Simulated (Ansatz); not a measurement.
**ClH₄InOSSi: up Jacob's ladder to CCSD(T)**

Aim: compute ClH₄InOSSi with functionals from several rungs and with coupled cluster, and see how far each lands from CCSD(T) at the basis-set limit for the atomisation energy.

Method: functionals in def2-TZVPP, the program's frozen cores in correlated methods; program: Ansatz 0.2.0, Gaussian basis.

The runs, in order: PBE-D4, r2SCAN-D4, PBE0-D4, B3LYP-D4, ωB97X-V, ωB97M-V, B2PLYP; CCSD(T)/def2-TZVPP; MP2/def2-QZVPP; extrapolation to the limit.

## (1) The relaxed structure

All runs share one geometry, relaxed beforehand with PBE0-D4 in a triple-zeta def2 set. In takes the def2 core potential; no spin-orbit term is included.

SMILES `[SiH3][O][In]([SH])[Cl]`, 9 atoms, charge 0, spin multiplicity 1.

Atoms are counted from 1 here; the program's logs count them from 0.

Bond lengths: Si1–O2 1.635 Å, Si1–H6 1.488 Å, Si1–H7 1.488 Å, Si1–H8 1.490 Å, O2–In3 1.962 Å, In3–S4 2.349 Å, In3–Cl5 2.306 Å, S4–H9 1.346 Å. Angles: O2–Si1–H6 109.9°, O2–Si1–H7 109.5°, O2–Si1–H8 111.6°, H6–Si1–H7 108.7°, H6–Si1–H8 108.5°, H7–Si1–H8 108.6°, Si1–O2–In3 137.5°, O2–In3–S4 118.7°, O2–In3–Cl5 116.6°, S4–In3–Cl5 124.7°, In3–S4–H9 91.6°.

## (2) PBE-D4 (GGA)

in.yaml reads:

```yaml
crystal:
  periodic: [false, false, false]
  atoms:
    - {symbol: Si, position_ang: [1.011907, -1.459190, 0.459674]}
    - {symbol: O, position_ang: [-0.130500, -0.485417, -0.187220]}
    - {symbol: In, position_ang: [-0.585242, 1.423460, -0.165869]}
    - {symbol: S, position_ang: [-2.468296, 2.148686, -1.367421]}
    - {symbol: Cl, position_ang: [0.799339, 2.801210, 1.059576]}
    - {symbol: H, position_ang: [0.383962, -2.407418, 1.419568]}
    - {symbol: H, position_ang: [1.669489, -2.240005, -0.622568]}
    - {symbol: H, position_ang: [2.054166, -0.676577, 1.182031]}
    - {symbol: H, position_ang: [-2.734815, 0.895250, -1.777770]}
basis:
  gaussian: {orbitals: def2-TZVPP}
hamiltonian: {xc: pbe, dispersion: d4}
output: {forces: true, orbitals: {seedname: orbitals}}
```

Run with:

```sh
ansatz run in.yaml --threads 2 --pin off --events-out ev --progress --plain --max-ram 22528MiB --backend cpu
```

The runs that follow: r2SCAN-D4 (meta-GGA); PBE0-D4 (hybrid); B3LYP-D4 (hybrid); ωB97X-V (range-separated); ωB97M-V (range-separated); B2PLYP (double hybrid); CCSD(T) in def2-TZVPP; MP2 in def2-QZVPP.

**Question.** What will the summary of the whole plan be? Wanted: atomisation energy, CCSD(T)/CBS; farthest; mean size of error, hybrid; mean size of error, range-separated; gap, smallest and largest; T1 diagnostic; triples share of the correlation energy.

**Answer**, as computed:

```
                               quantity                                 value
        atomisation energy, CCSD(T)/CBS                         2737.6 kJ/mol
 functionals within 27.4 kJ/mol (1.0 %)           r2SCAN-D4, ωB97X-V, ωB97M-V
                               farthest                 B2PLYP (-83.5 kJ/mol)
             mean size of error, hybrid                           68.8 kJ/mol
    mean size of error, range-separated                            7.8 kJ/mol
              gap, smallest and largest  3.74 eV (PBE-D4), 10.31 eV (ωB97X-V)
                          T1 diagnostic                                0.0141
triples share of the correlation energy                                 3.7 %
```

In words: PBE-D4 is off by -34.2 kJ/mol. Double hybrids carry the basis error of their MP2 part in triple zeta, and no dispersion term here, so their miss is partly the set-up's. The reference freezes the cores and leaves out spin-orbit coupling and excitations past (T), and its outer-core shells are covered unevenly, so misses under about 27.4 kJ/mol can't be ranked. All levels share the lack of spin-orbit coupling, which lowers the free heavy atoms and so the true binding. Hartree-Fock recovers 71 % of the binding; the rest is correlation. Orbital gaps span 3.7 to 10.3 eV; exact exchange widens them. Correlated methods include outer-core shells of In, which these sets cover unevenly.
